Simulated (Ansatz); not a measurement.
# C4H10BN: the cost of one run

Program: Ansatz 0.2.0, Gaussian basis. Level of theory: the settings change from run to run. These are calculated values, not measurements.

## 1. The geometry

An earlier PBE0-D4 in a triple-zeta def2 set relaxation fixed the geometry.

SMILES `BN(C)CC=C`, 16 atoms, charge 0, spin multiplicity 1.

Atoms are counted from 1 here; the program's logs count them from 0.

Bond lengths: B1–N2 1.386 Å, B1–H7 1.197 Å, B1–H8 1.198 Å, N2–C3 1.449 Å, N2–C4 1.447 Å, C3–H9 1.088 Å, C3–H10 1.096 Å, C3–H11 1.094 Å, C4–C5 1.500 Å, C4–H12 1.099 Å, C4–H13 1.094 Å, C5–C6 1.324 Å, C5–H14 1.088 Å, C6–H15 1.083 Å, C6–H16 1.085 Å. Angles: N2–B1–H7 119.1°, N2–B1–H8 118.8°, H7–B1–H8 122.2°, B1–N2–C3 123.4°, B1–N2–C4 122.6°, C3–N2–C4 113.9°, N2–C3–H9 109.5°, N2–C3–H10 110.6°, N2–C3–H11 111.2°, H9–C3–H10 108.7°, H9–C3–H11 108.9°, H10–C3–H11 107.8°, N2–C4–C5 115.0°, N2–C4–H12 109.3°, N2–C4–H13 108.5°, C5–C4–H12 108.8°, C5–C4–H13 108.7°, H12–C4–H13 106.2° and more.

## 2. B2GP-PLYP/pcseg-2

This run has coordinates scaled by 0.92, density fitting with def2-universal-jkfit, the search for lower states set to full.

File in.yaml:

```yaml
crystal:
  periodic: [false, false, false]
  atoms:
    - {symbol: B, position_ang: [-0.457944, -1.136437, -1.344969]}
    - {symbol: N, position_ang: [0.282480, -0.473878, -0.546256]}
    - {symbol: C, position_ang: [1.112028, -1.042381, 0.328387]}
    - {symbol: C, position_ang: [0.289389, 0.856892, -0.511226]}
    - {symbol: C, position_ang: [-0.409689, 1.416098, 0.538907]}
    - {symbol: C, position_ang: [-1.177426, 0.825676, 1.277210]}
    - {symbol: H, position_ang: [-0.430375, -2.237273, -1.311217]}
    - {symbol: H, position_ang: [-1.102720, -0.587284, -2.049669]}
    - {symbol: H, position_ang: [1.021698, -2.038332, 0.276498]}
    - {symbol: H, position_ang: [2.067420, -0.793251, 0.124253]}
    - {symbol: H, position_ang: [0.909781, -0.744907, 1.268050]}
    - {symbol: H, position_ang: [1.244831, 1.184843, -0.477496]}
    - {symbol: H, position_ang: [-0.095678, 1.201347, -1.375321]}
    - {symbol: H, position_ang: [-0.261519, 2.398022, 0.664254]}
    - {symbol: H, position_ang: [-1.662609, 1.301997, 2.005674]}
    - {symbol: H, position_ang: [-1.350828, -0.151834, 1.173862]}
basis:
  gaussian: {orbitals: pcseg-2, fitting: {mean_field: def2-universal-jkfit}}
hamiltonian: {xc: {name: B2GP-PLYP}}
scf: {lower_state_search: full}
output: {forces: true}
```

Run with:

```sh
$ ansatz run in.yaml --threads 4 --pin off --events-out ev --progress --plain --max-ram 11315MiB
```

**Question.** How long does this run take on 4 threads of Arm Neoverse V1, shared host, and how much memory does it need?

About 20 s, with a peak of 0.84 GiB.
